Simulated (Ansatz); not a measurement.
# HfH₄O₄: small, medium and large basis sets

One table from this session's results is given with a row withheld; the runs are named, their logs left out.

Method: one geometry, several basis sets; program: Ansatz 0.2.0, Gaussian basis.

The runs, in order: PBE0-D4/def2-SVP; ωB97M-V/def2-SVP; PBE0-D4/def2-QZVPP; ωB97M-V/def2-QZVPP; the functionals' def2-TZVPP values are taken from earlier runs.

1 further run of the same task is left out (for a known fault of the program). Runs told in other sessions of the task aren't counted.

### The geometry

The geometry comes from an earlier relaxation with PBE0-D4 in a triple-zeta def2 set; it is a stationary point, not always the lowest conformer. Hf takes the def2 core potential; no spin-orbit term is included.

SMILES `[OH][Hf]([OH])([OH])[OH]`, 9 atoms, charge 0, spin multiplicity 1.

Atoms are counted from 1 here; the program's logs count them from 0.

Bond lengths: O1–Hf2 1.935 Å, O1–H6 0.951 Å, Hf2–O3 1.935 Å, Hf2–O4 1.935 Å, Hf2–O5 1.935 Å, O3–H7 0.951 Å, O4–H8 0.951 Å, O5–H9 0.951 Å. Angles: Hf2–O1–H6 155.7°, O1–Hf2–O3 109.3°, O1–Hf2–O4 109.7°, O1–Hf2–O5 109.3°, O3–Hf2–O4 109.3°, O3–Hf2–O5 109.7°, O4–Hf2–O5 109.3°, Hf2–O3–H7 155.7°, Hf2–O4–H8 155.6°, Hf2–O5–H9 155.7°.

As a file:

```
O    -0.5414    0.8151   -1.6692
Hf    0.0000    0.0000    0.0000
O     1.8968   -0.3776   -0.0568
O    -0.9743   -1.6502    0.2673
O    -0.3812    1.2128    1.4587
H    -1.0247    1.4197   -2.2216
H     2.7905   -0.2807   -0.3668
H    -1.1023   -2.5923    0.2541
H    -0.6634    1.4531    2.3343
```

Set-up of the first run:

The input, in.yaml:

```yaml
crystal:
  periodic: [false, false, false]
  atoms:
    - {symbol: O, position_ang: [-0.541427, 0.815130, -1.669216]}
    - {symbol: Hf, position_ang: [-0.000018, 0.000039, -0.000016]}
    - {symbol: O, position_ang: [1.896801, -0.377599, -0.056811]}
    - {symbol: O, position_ang: [-0.974251, -1.650181, 0.267303]}
    - {symbol: O, position_ang: [-0.381202, 1.212752, 1.458673]}
    - {symbol: H, position_ang: [-1.024708, 1.419740, -2.221593]}
    - {symbol: H, position_ang: [2.790525, -0.280660, -0.366800]}
    - {symbol: H, position_ang: [-1.102326, -2.592345, 0.254123]}
    - {symbol: H, position_ang: [-0.663382, 1.453123, 2.334347]}
basis:
  gaussian: {orbitals: def2-SVP}
hamiltonian: {xc: pbe0, dispersion: d4}
output: {orbitals: {seedname: orbitals}}
```

On the command line:

```console
ansatz run in.yaml --threads 4 --pin off --events-out ev --progress --plain --max-ram 10444MiB
```

Among the steps run: PBE0-D4 in def2-SVP; ωB97M-V in def2-SVP; PBE0-D4 in def2-QZVPP; ωB97M-V in def2-QZVPP.

One table of the session follows, with a row left open; its other results are not shown here.

It belongs to the step «Density functionals: the series». 

```
functional       basis  HOMO (eV)  LUMO (eV)
   PBE0-D4    def2-SVP      -8.29       0.26
   PBE0-D4  def2-TZVPP      -8.53       0.02
   PBE0-D4  def2-QZVPP      -8.61      -0.28
   ωB97M-V    def2-SVP          ?          ?
   ωB97M-V  def2-TZVPP     -10.99       1.15
   ωB97M-V  def2-QZVPP     -11.07       0.56
```

Estimate the missing values for ωB97M-V, def2-SVP.

The run gave: HOMO (eV): -10.73; LUMO (eV): 1.46. In the column «HOMO (eV)» it lies between ωB97M-V, def2-TZVPP (-10.99) and PBE0-D4, def2-QZVPP (-8.61).
